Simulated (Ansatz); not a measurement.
# HfCl (sextet): from Hartree-Fock to the top rungs at distance Hf1–Cl2 = 5.027 Å, def2-SVP

One table from this session's results is given with a row withheld; the runs are named, their logs left out.

Method: def2-SVP, core rule «outside noble gas», up to 9 orbitals frozen; program: Ansatz 0.2.0, Gaussian basis.

The runs, in order: UHF; CCSD(T) on ROHF; CCSD(T) on UHF; CISD; CCSDT(Q) on ROHF; CCSDT(Q) on UHF; CASSCF and MRCISD+Q, 7 electrons in 7 orbitals; CASSCF and NEVPT2, 7 electrons in 7 orbitals.

45 further runs of the same task are left out: 22 for a known fault of the program, 2 for a mislabelled method, 17 that didn't finish, 4 set aside as unsound or not needed.

### What is computed

The geometry derives from a PBE0/def2-TZVP stationary point (not a proven minimum). One bond is set to the value named and the two fragments are kept rigid. No spin-orbit coupling is included. Elements past krypton take def2 core potentials.

2 atoms, charge 0, spin multiplicity 6.

Atoms are counted from 1 here; the program's logs count them from 0.

No contacts short enough for the rule that draws bonds.

The first run:

Contents of in.yaml:

```yaml
crystal:
  periodic: [false, false, false]
  atoms:
    - {symbol: Hf, position_ang: [0.000000, 0.000000, 0.000000]}
    - {symbol: Cl, position_ang: [0.000000, 0.000000, 5.027000]}
basis:
  gaussian: {orbitals: def2-SVP}
magnetization: {spin_polarized: true, initial_magnetization: 5}
hamiltonian: {xc: hf}
output: {orbitals: {seedname: orbitals}}
```

Launch:

```console
$ ansatz run in.yaml --threads 1 --pin off --events-out ev --progress --plain --max-ram 2393MiB
```

Steps of the session up to this table: UHF; CCSD(T) on ROHF; CCSD(T) on UHF; CISD; CCSDT(Q) on ROHF; CCSDT(Q) on UHF; CASSCF and MRCISD+Q, 7 electrons in 7 orbitals; CASSCF and NEVPT2, 7 electrons in 7 orbitals.

One table of the session follows, with a row left open; its other results are not shown here.

It belongs to the step «Misses and costs». 

| method | from RCCSDT(Q) (kJ/mol) |
| --- | --- |
| ROHF | +415.8 |
| UHF | +394.3 |
| RMP2 | +64.3 |
| UMP2 | +55.3 |
| CISD | +25.0 |
| RCCSD | +5.0 |
| UCCSD | -5.5 |
| RCCSD(T) | +1.3 |
| UCCSD(T) | -9.0 |
| RCCSDT | +0.3 |
| UCCSDT | -9.9 |
| RCCSDT(Q) | 0 |
| UCCSDT(Q) | -10.2 |
| CASSCF pair | +386.5 |
| NEVPT2 pair | ? |
| MRCISD pair | +22.4 |
| MRCISD+Q pair | -0.5 |

**Question.** Estimate the row for NEVPT2 pair.

As computed: from RCCSDT(Q) (kJ/mol): +71.1. In the column «from RCCSDT(Q) (kJ/mol)» it lies between RMP2 (+64.3) and CASSCF pair (+386.5).

To keep in mind: Restricted and unrestricted rows rest on different reference determinants; where their highest levels disagree by more than a few hundredths of an eV, they describe different states and don't form one ladder.
